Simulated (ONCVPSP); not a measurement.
# P: the cost of one run

The numbers are computed with ONCVPSP 4.0.1.1 (patched build) (LDA (Perdew-Wang 92), scalar-relativistic, spin-unpolarised reference atom).

## 1. The atom and the settings

The settings as typed:

- element: phosphorus (P, Z = 15)
- type: optimised norm-conserving Vanderbilt (ONCV)
- frozen core: [He]
- valence charge: 13
- reference configuration: 2s2 2p6 3s2 3p3
- partial waves: 2s+3s: rc 0.70 bohr, ncon 5, nbas 9, qcut 22.4 1/bohr, 2 projectors; 2p+3p: rc 0.90 bohr, ncon 4, nbas 7, qcut 18.5 1/bohr, 2 projectors; d scattering state at 0.44 Ha: rc 0.70 bohr, ncon 4, nbas 7, qcut 15.4 1/bohr, local
- local potential: the d channel
- core correction: polynomial model core, fcfact 0.2

An earlier all-electron run gives the scale for the radii.

All-electron outer shells of the reference configuration (LDA (PZ), scalar-relativistic, ld1.x):

```json
{"shell": "1s", "level (eV)": "-2076.07", "outermost node (bohr)": "–", "outermost maximum (bohr)": "0.07"}
{"shell": "2s", "level (eV)": "-173.14", "outermost node (bohr)": "0.14", "outermost maximum (bohr)": "0.42"}
{"shell": "2p", "level (eV)": "-124.52", "outermost node (bohr)": "–", "outermost maximum (bohr)": "0.35"}
{"shell": "3s", "level (eV)": "-14.02", "outermost node (bohr)": "0.66", "outermost maximum (bohr)": "1.56"}
{"shell": "3p", "level (eV)": "-5.60", "outermost node (bohr)": "0.64", "outermost maximum (bohr)": "1.83"}
```

## 2. Generating the potential

P.dat

```
# ATOM AND REFERENCE CONFIGURATION
# atsym  z   nc   nv     iexc    psfile
  P 15.00    1    4  -001012      upf
#
#   n    l    f
    1    0    2.00
    2    0    2.00
    2    1    6.00
    3    0    2.00
    3    1    3.00
#
# PSEUDOPOTENTIAL AND OPTIMIZATION
# lmax
    2
#
#   l,   rc,      ep,       ncon, nbas, qcut
    0    0.70    0.00    5    9   22.40
    1    0.90    0.00    4    7   18.50
    2    0.70    0.44    4    7   15.40
#
# LOCAL POTENTIAL
# lloc, lpopt,  rc(5),   dvloc0
    2    5    0.70    0.00
#
# VANDERBILT-KLEINMAN-BYLANDER PROJECTORs
# l, nproj, debl
    0    2    0.90
    1    2    0.40
    2    0    0.60
#
# MODEL CORE CHARGE
# icmod, fcfact, rcfact
    1    0.20    0.00
#
# LOG DERIVATIVE ANALYSIS
# epsh1, epsh2, depsh
   -8.00    5.00    0.04
#
# OUTPUT GRID
# rlmax, drl
    6.00    0.01
#
# TEST CONFIGURATIONS
# ncnf
    4
# nvcnf
#   n    l    f
    4
    2    0    2.00
    2    1    6.00
    3    0    2.00
    3    1    2.00
#
    4
    2    0    2.00
    2    1    6.00
    3    0    2.00
    3    1    1.00
#
    4
    2    0    2.00
    2    1    6.00
    3    0    2.00
    3    1    0.00
#
    4
    2    0    2.00
    2    1    6.00
    3    0    2.00
    3    1    2.50
#
```

Launch:

```console
$ oncvpsp.x < P.dat > P.out
```

**Question.** How long does this run take on 1 thread of Neoverse-N1, shared host?

About 4.6 s.
